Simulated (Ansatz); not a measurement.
# InNH2Cl (SMILES [NH2][In][Cl]), step by step

We compute a series of 8 runs (UHF/STO-3G, UHF/3-21G, UPBE/def2-SVP) of ClH2InN. 

The calculation is run with Ansatz 0.2.0.

## (1) The structure to begin with

InNH2Cl: 5 atoms, total charge 0, spin state doublet. SMILES: `[NH2][In][Cl]`. The shape is that of a PBE0-D4/def2-TZVP optimisation. This is one conformer, not always the lowest. The run starts from this shape.

Bond lengths: N1–In2 2.072 Å, In2–Cl3 2.369 Å, N1–H4 1.015 Å, N1–H5 1.017 Å. Angles: N1–In2–Cl3 113.1°, In2–N1–H4 113.0°, In2–N1–H5 110.3°, H4–N1–H5 107.4°.

## (2) A geometry optimisation at UHF/STO-3G (run 1)

Input file job.yaml:

```yaml
crystal:
  periodic: [false, false, false]
  atoms:
    - {symbol: "N", position_ang: [-0.142600, 0.808600, -0.493900]}
    - {symbol: In, position_ang: [-0.411600, -1.217800, -0.153300]}
    - {symbol: Cl, position_ang: [1.391500, -2.211500, 1.018700]}
    - {symbol: H, position_ang: [-0.999700, 1.283800, -0.756700]}
    - {symbol: H, position_ang: [0.212300, 1.263200, 0.343800]}
basis:
  gaussian: {orbitals: STO-3G}
magnetization: {spin_polarized: true, initial_magnetization: 1}
hamiltonian: {xc: hf}
relax: {f_tol: 0.002}
output: {orbitals: {seedname: orbitals}}
```

Started as:

```bash
$ ansatz run job.yaml --threads 1 --pin off --max-ram 3480MiB --events-out events.jsonl --progress --plain --runs-dir runs
```

Output:

```text
Warning: RAYON_NUM_THREADS=1 ignored (pool sized by the plan → 1); use --threads N
The last accepted step is kept in runs//last_step.txt (removed where the run ends without a failure and the disk answers)
[... 75 lines left out ...]
Total energy: -168504.93968587 eV, -6192.4423167052 hartree
[... 5 lines left out ...]
Dipole moment:    -0.704135     0.265725    -0.548355 e Å
```

Wall time 7.2 s (1 thread of AMD EPYC 9R45 (Zen 5), shared host); peak memory 0.15 GiB.

Steps, from the record of the run:

```
step  energy from the first frame kept (eV)  largest force (eV/Å)
   1                                 0.0000                3.3397
   2                                -0.2804                1.1002
   3                                -0.3849                1.5673
   4                                -0.4026                2.8510
   5                                -0.4906                0.3966
   6                                -0.4912                0.3891
   7                                -0.4859                0.9490
   8                                -0.4976                0.1030
   9                                -0.4977                0.0274
  10                                -0.4978                0.0016
```

After the run. Bond lengths: N1–In2 1.848 Å, In2–Cl3 2.314 Å, N1–H4 1.018 Å, N1–H5 1.019 Å. Angles: N1–In2–Cl3 110.6°, In2–N1–H4 127.7°, In2–N1–H5 126.0°, H4–N1–H5 106.3°.

## (3) The harmonic vibrations at UHF/STO-3G (run 2)

Input file run.yaml:

```yaml
crystal:
  periodic: [false, false, false]
  atoms:
    - {symbol: N, position_ang: [-0.319532, 0.654271, -0.268442]}
    - {symbol: In, position_ang: [-0.363371, -1.193372, -0.290433]}
    - {symbol: Cl, position_ang: [1.327382, -2.063884, 1.027817]}
    - {symbol: H, position_ang: [-0.940484, 1.297768, -0.754951]}
    - {symbol: H, position_ang: [0.345904, 1.231517, 0.244608]}
basis:
  gaussian:
    orbitals: STO-3G
magnetization:
  spin_polarized: true
  initial_magnetization: 1
hamiltonian:
  xc: hf
phonons:
  temperatures: {t_min: 298.15, t_max: 298.15, t_step: 1}
```

Started as:

```bash
$ ansatz run run.yaml --threads 1 --pin off --max-ram 3480MiB --events-out events.jsonl --progress --plain --runs-dir runs
```

Output:

```text
Warning: RAYON_NUM_THREADS=1 ignored (pool sized by the plan → 1); use --threads N
[... 169 lines left out ...]
Total energy: -168504.93972675 eV, -6192.4423182078 hartree
[... 5 lines left out ...]
Dipole moment:    -0.704136     0.265725    -0.548357 e Å
Vibrations: 151.41 377.48 413.05 586.60 684.93 779.30 1982.21 3980.84 4155.57 cm⁻¹, zero-point energy 0.812803 eV
```

It took 15 s on 1 thread of AMD EPYC 9R45 (Zen 5), shared host; peak memory 0.15 GiB.

## (4) The singlet cation: the energy at UHF/STO-3G (run 3)

Input file in.yaml:

```yaml
crystal:
  periodic: [false, false, false]
  atoms:
    - {symbol: N, position_ang: [-0.319532, 0.654271, -0.268442]}
    - {symbol: In, position_ang: [-0.363371, -1.193372, -0.290433]}
    - {symbol: Cl, position_ang: [1.327382, -2.063884, 1.027817]}
    - {symbol: H, position_ang: [-0.940484, 1.297768, -0.754951]}
    - {symbol: H, position_ang: [0.345904, 1.231517, 0.244608]}
basis:
  gaussian:
    orbitals: STO-3G
total_charge: 1
magnetization:
  spin_polarized: true
  initial_magnetization: 0
hamiltonian:
  xc: hf
```

Started as:

```bash
$ ansatz run in.yaml --threads 1 --pin off --max-ram 3480MiB --events-out events.jsonl --progress --plain --runs-dir runs
```

Output:

```text
Warning: RAYON_NUM_THREADS=1 ignored (pool sized by the plan → 1); use --threads N
Functional definition: HF
  name "HF"
  exchange = exact_x
  correlation = 0
559 factors; integrals over basis functions are off by at most 4.5e-5 eV
mean field evaluation 1: about -168496.0550 eV, gradient 1.9e1 eV
mean field evaluation 2: about -168496.0812 eV, gradient 1.9e1 eV
mean field evaluation 4: about -168499.4695 eV, gradient 1.2e0 eV
mean field evaluation 8: about -168499.4870 eV, gradient 2.2e-2 eV
mean field evaluation 16: about -168499.3242 eV, gradient 2.9e-4 eV
mean field -168499.48703537 eV, -6192.2419354954 hartree, gradient 4.2e-5 eV, S^2 0.000000; 1 other end points of the search recorded, 0 dependent functions left out
reference -168499.48703537 eV, -6192.2419354954 hartree; 37, 37 occupied and 6, 6 virtual orbitals, 559 factors
Total energy: -168499.48703537 eV, -6192.2419354954 hartree
```

It took 0.52 s on 1 thread of AMD EPYC 9R45 (Zen 5), shared host; peak memory 0.13 GiB.

Runs 4 to 7 aren't shown in full; the table further down has their settings and results.

## (5) Vibrational wavenumbers at UPBE/def2-SVP (core potential) (run 8)

Input file run.yaml:

```yaml
basis:
  gaussian:
    orbitals: def2-SVP
crystal:
  periodic: [false, false, false]
  atoms:
    - {symbol: N, position_ang: [-0.094392, 0.843120, -0.499851]}
    - {symbol: In, position_ang: [-0.464389, -1.230553, -0.043507]}
    - {symbol: Cl, position_ang: [1.459199, -2.306993, 0.965959]}
    - {symbol: H, position_ang: [-0.958812, 1.287233, -0.854602]}
    - {symbol: H, position_ang: [0.108294, 1.333493, 0.390600]}
phonons:
  temperatures: {t_min: 298.15, t_max: 298.15, t_step: 1}
hamiltonian:
  xc: {name: PBE}
magnetization:
  spin_polarized: true
  initial_magnetization: 1
```

Started as:

```bash
$ ansatz run run.yaml --threads 1 --pin off --max-ram 3480MiB --events-out events.jsonl --progress --plain --runs-dir runs
```

Output:

```text
Warning: RAYON_NUM_THREADS=1 ignored (pool sized by the plan → 1); use --threads N
[... 6 lines left out ...]
799 factors; their error is unknown
[... 25 lines left out ...]
799 factors; their error is unknown
[... 20 lines left out ...]
799 factors; their error is unknown
[... 19 lines left out ...]
799 factors; their error is unknown
[... 20 lines left out ...]
799 factors; their error is unknown
[... 20 lines left out ...]
799 factors; their error is unknown
[... 20 lines left out ...]
799 factors; their error is unknown
[... 4 lines left out ...]
799 factors; their error is unknown
[... 4 lines left out ...]
799 factors; their error is unknown
[... 4 lines left out ...]
799 factors; their error is unknown
[... 4 lines left out ...]
799 factors; their error is unknown
[... 5 lines left out ...]
799 factors; their error is unknown
[... 4 lines left out ...]
799 factors; their error is unknown
[... 9 lines left out ...]
Dipole moment:    -0.610035     0.408745    -0.103828 e Å
Vibrations: 94.71 148.74 311.38 409.81 612.12 704.64 1468.80 3340.02 3445.66 cm⁻¹, zero-point energy 0.653142 eV
```

It took 18 s on 1 thread of AMD EPYC 9R45 (Zen 5), shared host; peak memory 0.15 GiB.

## (6) All runs side by side

```
run                           level         task  walk f tol  partner   energy (Eh)  dipole moment (D)   ⟨S²⟩  wall time
  1                      UHF/STO-3G     optimise       0.002     base  -6192.442317               4.47  0.755      7.2 s
  2                      UHF/STO-3G  frequencies           –     base  -6192.442318               4.47  0.755       15 s
  3                      UHF/STO-3G       energy           –   cation  -6192.241935                  –      –     0.52 s
  4                      UHF/STO-3G     optimise           –   cation  -6192.292866                  –      –      6.6 s
  5                       UHF/3-21G     optimise       0.002     base  -6227.768122               5.26  0.755      9.3 s
  6                       UHF/3-21G  frequencies           –     base  -6227.768122               5.26  0.755       21 s
  7  UPBE/def2-SVP (core potential)     optimise       0.002     base   -705.879401               3.56  0.754        9 s
  8  UPBE/def2-SVP (core potential)  frequencies           –     base   -705.879401               3.56  0.754       18 s
```

## (7) Summary of results

| quantity | value |
| --- | --- |
| run 8, UPBE/def2-SVP: total energy | -705.87940 Eh |
| run 8, UPBE/def2-SVP: dipole moment | 3.56 D |
| run 8, UPBE/def2-SVP: ⟨S²⟩ | 0.754 |
| run 8, UPBE/def2-SVP: largest force on an atom | 0.002 eV/Å |
| run 8, UPBE/def2-SVP: lowest harmonic wavenumber | 95 cm⁻¹ |
| run 8, UPBE/def2-SVP: highest harmonic wavenumber | 3446 cm⁻¹ |
| run 8, UPBE/def2-SVP: zero-point energy | 63.0 kJ/mol |
| vertical ionisation energy (to the singlet cation) | 5.453 eV |
| adiabatic ionisation energy (to the singlet cation, no zero-point term) | 4.067 eV |

What this shows: The vertical ionisation energy comes to 5.45 eV (526 kJ/mol). Only the singlet of the ionised species was computed; a triplet could lie lower. In a minimal basis such a difference can be off by several eV, whatever the method. The adiabatic ionisation energy (to the singlet cation, no zero-point term) is 4.07 eV (94 kcal/mol). Some runs of one species differ in core potentials or relativity; totals across that change don't compare. In runs 1, 2, 3, 4 the basis is minimal, so the values are rough. In runs 1, 2, 3, 4, 5, 6 relativity is left out where basis or elements ask for it. All runs together took 87 s, the longest 21 s.
